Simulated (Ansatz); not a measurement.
Set up this calculation in Ansatz 0.2.0, as the native input.

```yaml
Task: single point
Functional: PBEsol
Potentials_or_basis: Ansatz PAW
Cutoff: "420 eV (not typed: the program's choice for these potentials)"
k_mesh: 11 × 11 × 2
Occupations: fermi-dirac, width 0.05 eV
Spin: collinear spin, ferrimagnetic start
Starting_moments: "[2.0, -1.0, 2.0, -1.0, 0.0, 0.0, 0.0, 0.0] μB"
```

Crystal: AlV2C.

```
V Al C
1.0
     2.88760    0.00000    0.00000
    -1.44380    2.50073    0.00000
     0.00000    0.00000   13.10482
V Al C
4 2 2
Direct
  0.33333 0.66667 0.91362
  0.66667 0.33333 0.08638
  0.66667 0.33333 0.41362
  0.33333 0.66667 0.58638
  0.66667 0.33333 0.75000
  0.33333 0.66667 0.25000
  0.00000 0.00000 0.50000
  0.00000 0.00000 0.00000
```

The cell comes from a database or a generator and needn't be the stable form of this composition.

The input as run:

input.yaml

```yaml
crystal:
  lattice:
    - [2.8875990726, 0.0, 0.0]
    - [-1.4437995363, 2.5007341528, 0.0]
    - [0.0, 0.0, 13.10482311]
  atoms:
    - { symbol: V, position: [0.3333333333, 0.6666666667, 0.91361578], spin: 2.0 }
    - { symbol: V, position: [0.6666666667, 0.3333333333, 0.08638422], spin: -1.0 }
    - { symbol: V, position: [0.6666666667, 0.3333333333, 0.41361578], spin: 2.0 }
    - { symbol: V, position: [0.3333333333, 0.6666666667, 0.58638422], spin: -1.0 }
    - { symbol: Al, position: [0.6666666667, 0.3333333333, 0.75] }
    - { symbol: Al, position: [0.3333333333, 0.6666666667, 0.25] }
    - { symbol: C, position: [0.0, 0.0, 0.5] }
    - { symbol: C, position: [0.0, 0.0, 0.0] }
hamiltonian:
  xc: pbesol
  pseudopotentials: { kind: paw }
magnetization:
  spin_polarized: true
kpoints:
  mp_grid: { grid: [11, 11, 2] }
scf:
  occupations: { method: fermi_dirac, width: 0.05 }
output:
  forces: true
  stress: true
  eigenvalues: true
```

Potentials or basis: Ansatz PAW.

The run is started by

```bash
$ ansatz run input.yaml --threads 4 --pin off --max-ram 11264MiB --backend cpu --events-out ev --progress --plain --runs-dir out
```

It gave:

```
Pressure               : -3.8 GPa
Largest force          : 0.477 eV/Å
Band gap on the k mesh : none (metal or under the smearing width)
Net moment             : 0.00 μB per cell
Absolute moment        : 0.00 μB per cell
```

Caveat: the PAW data sets come from PBE, with cores solved anew for the run's functional, which leaves a small shift of forces and pressure; the starting moments weren't kept.

Run time: 48 s on 4 threads of Arm Neoverse N1, on a shared host, peak memory 0.6 GiB.
